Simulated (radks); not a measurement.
# Sn⁴⁺ in [Kr] 4d10: an all-electron calculation

One table from this session's results is given with a row withheld; the runs are named, their logs left out.

The numbers are computed with radks (a radial shooting solver on a logarithmic mesh, Libxc functionals) version 1 (scalar-relativistic Kohn-Sham, TASK exchange with Perdew-Wang LDA correlation, spin-polarised, spherical densities, finite nucleus), except any that are marked as measured or tabulated.

## Starting point

```
element            : tin (Z = 50)
charge             : +4
electrons          : 46
configuration      : [Kr] 4d10
nuclear rms radius : 4.6519 fm
```

Outer shells as boxes (Hund's rule):

Sn⁴⁺
```
[Kr] core
4d [↑↓][↑↓][↑↓][↑↓][↑↓]
```

The first run:

Input:

```text
Z 50
configuration [Kr] 4d10 5s0 5p0
relativity scalar-relativistic
functional task,pw
spin polarised
nucleus finite rms 4.6519 fm
c 137.035999084
```

One table of the session follows, with a row left open; its other results are not shown here.

It belongs to the step «Orbitals and density». Radial moments (bohr):

```
level     <r>  outermost maximum (interpolated)  90 % within  nodes
   1s       ?                                 ?            ?      ?
   2s  0.1256                             0.106        0.194      1
   2p  0.1097                            0.0850        0.179      0
   3s  0.3394                             0.308        0.499      2
   3p  0.3377                             0.301        0.507      1
   3d  0.3146                             0.251        0.496      0
   4s  0.8232                             0.748         1.19      3
   4p  0.8877                             0.791         1.31      2
   4d   1.058                             0.885         1.62      1
   5s   2.019                              1.79         2.94      4
   5p   2.434                              2.17         3.56      3
```

Q: Estimate the row for 1s from the others.

As computed: <r>: 0.02908; outermost maximum (interpolated): 0.0188; 90 % within: 0.0523; nodes: 0. In the column «<r>» it is the lowest.
